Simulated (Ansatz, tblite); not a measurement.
**The cluster Ga₆P₄F₆: one state, many levels**

Aim: run the singlet of the cluster Ga₆P₄F₆ at one geometry on many levels, and compare frontier levels, spin and run time.

The runs use Ansatz 0.2.0, Gaussian basis; as each input shows.

Plan: GFN1-xTB, GFN2-xTB, PBE-D4/def2-TZVP, r2SCAN-D4/def2-TZVP, r2SCAN0-D4/def2-TZVP, LDA/def2-TZVP, PBE-QIDH/def2-TZVP, PBE-D4/def2-SVP, PBE0-D4/def2-SVP, HF/STO-3G, MP2/def2-SVP, RPA/def2-SVP.

## 1. The relaxed structure

The geometry is that of the singlet, from an earlier relaxation (PBE-D4/def2-SVP).

16 atoms, charge 0, spin multiplicity 1.

Bond lengths: P1–P2 2.293 Å, P1–P3 2.266 Å, P1–P4 2.272 Å, P2–Ga6 2.398 Å, P2–F13 1.775 Å, P3–Ga6 2.511 Å, P3–Ga10 2.324 Å, P4–Ga9 2.439 Å, P4–Ga10 2.339 Å, Ga5–F11 2.057 Å, Ga6–Ga9 2.469 Å, Ga6–F12 1.783 Å, Ga7–F14 1.984 Å, Ga8–F14 2.050 Å, Ga9–F15 1.778 Å, Ga10–F16 1.769 Å. Angles: P2–P1–P3 99.0°, P2–P1–P4 114.6°, P3–P1–P4 101.8°, P1–P2–Ga6 78.7°, P1–P2–F13 86.6°, Ga6–P2–F13 103.0°, P1–P3–Ga6 76.8°, P1–P3–Ga10 78.6°, Ga6–P3–Ga10 98.1°, P1–P4–Ga9 86.1°, P1–P4–Ga10 78.2°, Ga9–P4–Ga10 80.4°, P2–Ga6–P3 89.8°, P2–Ga6–Ga9 89.3°, P2–Ga6–F12 126.0°, P3–Ga6–Ga9 94.1°, P3–Ga6–F12 116.4°, Ga9–Ga6–F12 130.6° and more.

PBE0-D4/def2-TZVP was run before; its log isn't repeated, and its numbers join the tables.

## 2. GFN1-xTB

Tight binding, by tblite at 300 K electronic temperature and without a spin-polarisation term:

```python
tblite.interface.Calculator('GFN1-xTB', numbers, positions, charge=0, uhf=0).singlepoint()
```

Energy -1355.0273 eV, HOMO -9.28 eV, LUMO -7.56 eV; 0.063 s.

## 3. GFN2-xTB

Tight binding, by tblite at 300 K electronic temperature and without a spin-polarisation term:

```python
tblite.interface.Calculator('GFN2-xTB', numbers, positions, charge=0, uhf=0).singlepoint()
```

Energy -1261.1590 eV, HOMO -9.89 eV, LUMO -8.29 eV; 0.06 s.

## 4. PBE-D4/def2-TZVP

start.molden holds the orbitals of an earlier run on this state, given as this run's starting guess.

File in.yaml:

```yaml
crystal:
  periodic: [false, false, false]
  atoms:
    - {symbol: P, position_ang: [0.382907, 0.728227, -0.157251]}
    - {symbol: P, position_ang: [0.695553, -0.825540, -1.814451]}
    - {symbol: P, position_ang: [-0.934394, -0.489058, 1.227341]}
    - {symbol: P, position_ang: [2.207414, 1.102286, 1.144371]}
    - {symbol: Ga, position_ang: [-3.121832, -0.494005, -0.634344]}
    - {symbol: Ga, position_ang: [0.494717, -2.231011, 0.117913]}
    - {symbol: Ga, position_ang: [-2.000553, 1.603987, -3.407666]}
    - {symbol: Ga, position_ang: [-1.180220, 2.979494, -0.404872]}
    - {symbol: Ga, position_ang: [2.610753, -1.297404, 0.980817]}
    - {symbol: Ga, position_ang: [0.649617, 0.338057, 2.712627]}
    - {symbol: F, position_ang: [-2.689026, 1.439779, -1.186384]}
    - {symbol: F, position_ang: [-0.130116, -3.900349, 0.138477]}
    - {symbol: F, position_ang: [-0.993834, -0.527741, -2.268543]}
    - {symbol: F, position_ang: [-0.873884, 2.913023, -2.430524]}
    - {symbol: F, position_ang: [4.246178, -1.761874, 1.503024]}
    - {symbol: F, position_ang: [0.636729, 0.422119, 4.479476]}
basis:
  gaussian: {orbitals: def2-TZVP, fitting: {mean_field: def2-universal-jkfit}, initial_orbitals: start.molden}
hamiltonian: {xc: pbe, dispersion: d4}
scf: {omitted_lower_state_checks: [starts]}
output: {forces: true, orbitals: {seedname: orbitals}}
```

The run is started by

```console
$ ansatz run in.yaml --threads 2 --pin off --events-out ev --progress --plain --max-ram 32768MiB --backend cuda --devices 0, --max-vram 18GiB
```

Further steps of the session: r2SCAN-D4/def2-TZVP; r2SCAN0-D4/def2-TZVP; LDA/def2-TZVP; PBE-QIDH/def2-TZVP; PBE-D4/def2-SVP; PBE0-D4/def2-SVP; HF/STO-3G; MP2/def2-SVP; RPA/def2-SVP.

Q: Predict the results of all the runs planned. Wanted: gap in def2-TZVP, named functionals, smallest and largest; correlation energy, MP2/def2-SVP; binding an atom, functionals in def2-TZVP; PBE0 total energy, smallest basis above largest.

As calculated:

| quantity | value |
| --- | --- |
| gap in def2-TZVP, named functionals, smallest and largest | 1.73 eV (LDA), 3.43 eV (r2SCAN0-D4) |
| correlation energy, MP2/def2-SVP | -76.44 eV |
| binding an atom, functionals in def2-TZVP | 3.16 (r2SCAN0-D4) to 3.99 eV (LDA) |
| PBE0 total energy, smallest basis above largest | 72.92 eV (def2-SVP, def2-TZVP) |

Orbital gaps of the named functionals in def2-TZVP span 1.73 eV (LDA) to 3.43 eV (r2SCAN0-D4); exact exchange widens it.
